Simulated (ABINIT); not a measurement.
The system is InAs.

```xyz
2
Lattice="0.0000 3.0180 3.0180 3.0180 0.0000 3.0180 3.0180 3.0180 0.0000" Properties=species:S:1:pos:R:3 pbc="T T T"
In    0.0000    0.0000    0.0000
As    4.5270    4.5270    4.5270
```

| Quantity | Value |
| --- | --- |
| Program | ABINIT 10.8.3 (patched build) |
| Task | relaxation of cell and atoms |
| Functional | PBEsol |
| Potentials or basis | JTH PAW PBE v2.0 |
| Cutoff | 599 eV |
| k mesh | 6 × 6 × 6 |
| Occupations | fermi-dirac, width 0.05 eV |
| Spin | no spin polarisation |

At the start: pressure 1.6 GPa; volume 27.49 Å³/atom.

How do energy, volume and symmetry change on relaxing?

Over 4 steps the energy falls by 3.9 meV/atom and the volume is 28.26 Å³/atom (+2.8 %); space group F-43m (No. 216, to 0.05 Å).

Step by step:
```csv
step,energy change (eV),largest force (eV/Å),pressure (GPa),volume (Å³)
1,0.0000,0.0000,1.64,54.98
2,-0.0026,0.0000,1.32,55.25
3,-0.0077,0.0000,0.05,56.46
4,-0.0077,0.0000,0.00,56.51
```

Final structure:
```
CELL_PARAMETERS angstrom
0.00000 3.04583 3.04583
3.04583 0.00000 3.04583
3.04583 3.04583 0.00000
ATOMIC_POSITIONS crystal
In 0.00000 0.00000 0.00000
As 0.75000 0.75000 0.75000
```

Caveat: the PAW data sets were made with another functional, which shifts forces and pressure a little.
